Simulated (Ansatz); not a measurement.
# NaF: the cell at several levels of theory

An exercise on one series of results from a longer session: the logs are not shown, and one member is left open.

Program: Ansatz 0.2.0. PAW datasets, plane waves, zero pressure. Calculated at 0 K for a non-magnetic cell.

## The cell

It is cubic, Fm-3m (No. 225); conventional cell a = 4.640 Å, 12.49 Å³ an atom. Na has 6 F at 2.32 Å; F has 6 Na at 2.32 Å.

The structure in full:

```xyz
2
Lattice="0.0000 2.3200 2.3200 2.3200 0.0000 2.3200 2.3200 2.3200 0.0000" Properties=species:S:1:pos:R:3 pbc="T T T"
Na    0.0000    0.0000    0.0000
F     2.3200    2.3200    2.3200
```

The first run:

The input, input.yaml:

```yaml
crystal:
  lattice:
    - [0.0, 2.32, 2.32]
    - [2.32, 0.0, 2.32]
    - [2.32, 2.32, 0.0]
  atoms:
    - { symbol: Na, position: [0.0, 0.0, 0.0] }
    - { symbol: F, position: [0.5, 0.5, 0.5] }
kpoints:
  mp_grid: { grid: [8, 8, 8] }
hamiltonian:
  xc: pbe
scf:
  occupations: { method: fermi_dirac, width: 0.02 }
relax:
  f_tol: 0.005
  cell: {}
```

Command:

```
> ansatz run input.yaml --threads 1 --pin off --max-ram 2304MiB --backend cpu --events-out ev --progress --plain --runs-dir out
```

Among the steps run: Relaxing with PBE; Relaxing with r2SCAN; Relaxation with PBEsol; Relaxing with LDA; HSE06: cell and atoms.

One table of the session follows, with a row left open; its other results are not shown here.

| level | a (Å) | volume (Å³/atom) |
| --- | --- | --- |
| PBE | 4.699 | 12.974 |
| r2SCAN | 4.594 | 12.123 |
| PBEsol | 4.629 | 12.402 |
| LDA | ? | ? |
| HSE06 | 4.638 | 12.469 |

**Question.** Estimate the row for LDA.

As computed: a (Å): 4.503; volume (Å³/atom): 11.412. In the column «a (Å)» it is the lowest.

The volume runs from LDA (least) to PBE (most), a spread of 13.7 %, or 4.4 % in length if all axes shared it alike. The meshes differ: PBE 8×8×8, r2SCAN 8×8×8, PBEsol 8×8×8, LDA 8×8×8, HSE06 6×6×6.
